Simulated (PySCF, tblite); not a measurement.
**C3H3BF2Se: geometry, infrared bands, NMR shifts and spin-spin couplings**

What infrared bands, NMR shifts and spin-spin couplings should C3H3BF2Se (`FBC1=C(F)C[Se]1`) show?

The runs use tblite 0.8.0 and PySCF 2.14.0, with density-fitted response routines of our own; the level of theory stands in each step. All values are computed, except where a source is named. Atoms are numbered from 0 throughout.

## (1) The starting structure

10 atoms, charge 0, multiplicity 1; geometry from: force field or distance geometry start.

Bonds of the start (Å): F0–B1 1.44, B1–C2 1.55, C2–C3 1.39, C3–F4 1.38, C3–C5 1.49, C5–Se6 1.82, Se6–C2 1.96, B1–H7 1.19, C5–H8 1.11, C5–H9 1.11.

## (2) Optimising the geometry with GFN2-xTB

The job: settings as JSON, then the geometry in Å.

```
{"job": {"kind": "relax", "xc": "GFN2-xTB", "basis": "xTB"}, "charge": 0, "multiplicity": 1}
F      2.751800     0.160000    -1.487000
B      1.939800    -0.411700    -0.440900
C      0.467200     0.019700    -0.242100
C     -0.517900    -0.354800     0.657600
F     -0.515300    -1.246200     1.705900
C     -1.582200     0.530900     0.115700
Se    -0.629500     1.303100    -1.232400
H      2.423700    -1.217900     0.295200
H     -1.890400     1.279700     0.872600
H     -2.438500    -0.058100    -0.267400
```

The run is started by

```sh
OMP_NUM_THREADS=1 python probes_run.py task.json out
```

The driver reads the jobs from task.json and runs them one after another.

**Question.** This job is followed by: GFN2-xTB harmonic vibrations, gas phase; GIAO PBE0/pcSseg-1 NMR shielding, non-relativistic, gas phase; B3LYP/pcJ-1 Se:pcSseg-1 indirect spin-spin coupling, non-relativistic, gas phase. What will the session give for the following? strongest single infrared mode (GFN2-xTB); zero-point energy (GFN2-xTB); ¹³C shifts against TMS (PBE0/pcSseg-1); ¹H shifts against TMS (PBE0/pcSseg-1, means over atoms taken as alike); ¹⁹F shifts against CFCl3 (PBE0/pcSseg-1); ¹¹B shifts against BF3·OEt2 (PBE0/pcSseg-1); ⁷⁷Se shifts against Me2Se (PBE0/pcSseg-1); largest coupling of the table (B3LYP/pcSseg-1+pcJ-1).

**Answer**, as computed:

| quantity | value |
| --- | --- |
| strongest single infrared mode (GFN2-xTB) | 1290 cm⁻¹, 320 km/mol |
| zero-point energy (GFN2-xTB) | 34.2 kcal/mol |
| ¹³C shifts against TMS (PBE0/pcSseg-1) | 166.6, 136.4, 38.8 ppm |
| ¹H shifts against TMS (PBE0/pcSseg-1, means over atoms taken as alike) | 5.62, 3.94 ppm |
| ¹⁹F shifts against CFCl3 (PBE0/pcSseg-1) | -25.5, -36.6 ppm |
| ¹¹B shifts against BF3·OEt2 (PBE0/pcSseg-1) | 39.7 ppm |
| ⁷⁷Se shifts against Me2Se (PBE0/pcSseg-1) | 271 ppm |
| largest coupling of the table (B3LYP/pcSseg-1+pcJ-1) | ¹J(C,F) C3–F4, -436.6 Hz |

Relaxing lowered the energy by 0.855 eV in 29 steps; the close pair that moved most is C5–Se6, from 1.822 to 1.996 Å. No mode is imaginary among the 24: a minimum at this level. The strongest single mode, at 1290 cm⁻¹, moves mainly B1. GFN2-xTB is a fitted tight-binding method: band positions and strengths are rough. Its intensities can rank the bands wrongly. At PBE0/pcSseg-1: The widest tensor belongs to Se6: span 1495 ppm, with a paramagnetic part of -1511 ppm. Of the pairs tabulated at B3LYP/pcSseg-1+pcJ-1, C3–F4 couples most strongly (-436.6 Hz; Fermi contact -395.2 Hz). Couplings across rotatable bonds belong to this one conformer; where others are populated, the observed values are averages. Density functionals describe couplings to fluorine poorly, F–F couplings above all, so those rows are rough. Spin-orbit coupling is left out, which matters for shieldings and couplings at and beside the heavy atoms.
